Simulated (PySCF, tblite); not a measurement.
**C₈H₈SSi: geometry, infrared bands, NMR shifts and electronic excitations**

What infrared bands, NMR shifts and electronic excitations should C₈H₈SSi (`C1=C[SiH2]C(c2cccs2)=C1`) show?

Computed with tblite 0.8.0 and PySCF 2.14.0, with density-fitted response routines of our own, on a single molecule in the gas phase. Atoms count from 0, in the outputs and in this text.

### Step 1. The starting structure

18 atoms, charge 0, multiplicity 1; geometry from: force field or distance geometry start.

Bonds of the start (Å): C0–C1 1.31, C1–Si2 1.87, Si2–C3 1.87, C3–C4 1.46, C4–C5 1.35, C5–C6 1.34, C6–C7 1.36, C7–S8 1.59, C3–C9 1.29, C9–C0 1.39, S8–C4 1.87, C0–H10 1.12, C1–H11 1.09, Si2–H12 1.46, Si2–H13 1.44, C5–H14 1.12, C6–H15 1.13, C7–H16 1.07, C9–H17 1.13.

### Step 2. Geometry optimisation with GFN2-xTB

What the job is given:

```
{"job": {"kind": "relax", "xc": "GFN2-xTB", "basis": "xTB"}, "charge": 0, "multiplicity": 1}
C     -2.648600     0.365600    -1.215300
C     -3.157300     0.105800    -0.035400
Si    -1.721900    -0.217200     1.113200
C     -0.544200     0.090400    -0.302800
C      0.910800     0.019600    -0.220700
C      1.665400    -0.264300     0.866500
C      3.002200    -0.271200     0.734400
C      3.546100     0.004000    -0.479100
S      2.302500     0.262700    -1.438600
C     -1.260900     0.355700    -1.346800
H     -3.357000     0.589200    -2.059400
H     -4.203400     0.065800     0.250400
H     -1.542000     0.836000     2.105100
H     -1.686300    -1.562100     1.618900
H      1.164200    -0.471200     1.846600
H      3.677300    -0.499600     1.612100
H      4.589600     0.030400    -0.736000
H     -0.745200     0.566700    -2.324700
```

The run is started by

```console
> OMP_NUM_THREADS=1 python probes_run.py task.json out
```

This one command runs all jobs of the session in turn.

**Question.** This job is followed by: GFN2-xTB harmonic vibrations, gas phase; PBE0-D3(BJ)/def2-SVP geometry optimisation, gas phase; GIAO PBE0/pcSseg-1 NMR shielding, non-relativistic, gas phase; TDDFT CAM-B3LYP/def2-SVPD, vertical, gas phase, core orbitals frozen in the response; GIAO PBE/pcSseg-1 NMR shielding, non-relativistic, gas phase. Predict these results of the whole session: strongest single infrared mode (GFN2-xTB); zero-point energy (GFN2-xTB); point group; rotational constants (main isotopes); 13C shifts against TMS (PBE0/pcSseg-1); 1H shifts against TMS (PBE0/pcSseg-1, means over atoms taken as alike); 29Si shifts against TMS (PBE0/pcSseg-1); 33S shifts against CS2 (PBE0/pcSseg-1); lowest singlet (CAM-B3LYP/def2-SVPD); lowest triplet; vertical electron affinity (ΔSCF); range of the shift of S8.

The runs gave:

```
                                                              quantity                                                       value
                             strongest single infrared mode (GFN2-xTB)                                       2256 cm⁻¹, 451 km/mol
                                          zero-point energy (GFN2-xTB)                                               78.7 kcal/mol
                                                           point group                                                          Cs
                                  rotational constants (main isotopes)                                        2.57, 0.62, 0.50 GHz
                                13C shifts against TMS (PBE0/pcSseg-1)  159.7, 150.8, 144.1, 142.5, 133.2, 132.9, 132.0, 128.2 ppm
1H shifts against TMS (PBE0/pcSseg-1, means over atoms taken as alike)                7.22, 7.20, 7.04, 7.04, 6.97, 6.13, 4.89 ppm
                               29Si shifts against TMS (PBE0/pcSseg-1)                                                   -42.0 ppm
                                33S shifts against CS2 (PBE0/pcSseg-1)                                                     207 ppm
                                  lowest singlet (CAM-B3LYP/def2-SVPD)                                 3.50 eV (354 nm), f = 0.304
                                                        lowest triplet                                                     2.02 eV
                                     vertical electron affinity (ΔSCF)                                                     0.51 eV
                                              range of the shift of S8                                              207 to 222 ppm
```

What this shows: Over 43 steps the energy fell by 1.383 eV; of the close pairs, C7–S8 changed most, 1.592 to 1.717 Å (GFN2-xTB). All 48 modes are real, so the xTB geometry is a minimum. Unscaled tight-binding wavenumbers are off by several per cent, some by more. Its intensities can rank the bands wrongly. Relaxing lowered the energy by 0.209 eV in 7 steps; the close pair that moved most is C3–C4, from 1.385 to 1.441 Å (PBE0/def2-SVP). No frequency check was run at this level, so the end point may be a saddle. At PBE0/pcSseg-1: The largest span, 271 ppm, is at S8, where the paramagnetic term is -769 ppm. NICS(1)zz of -22 ppm above the planar ring from C4 marks a diatropic (aromatic) ring current. The lowest singlet, at 3.50 eV, is HOMO→LUMO 0.96 and is bright. The lowest triplet lies 1.48 eV below the lowest singlet (triplets in Tamm-Dancoff, singlets in full TDDFT). In ppm, S8 moves most: its shift spreads over 15 ppm, from 207 (PBE0/pcSseg-1) to 222 (PBE/pcSseg-1).
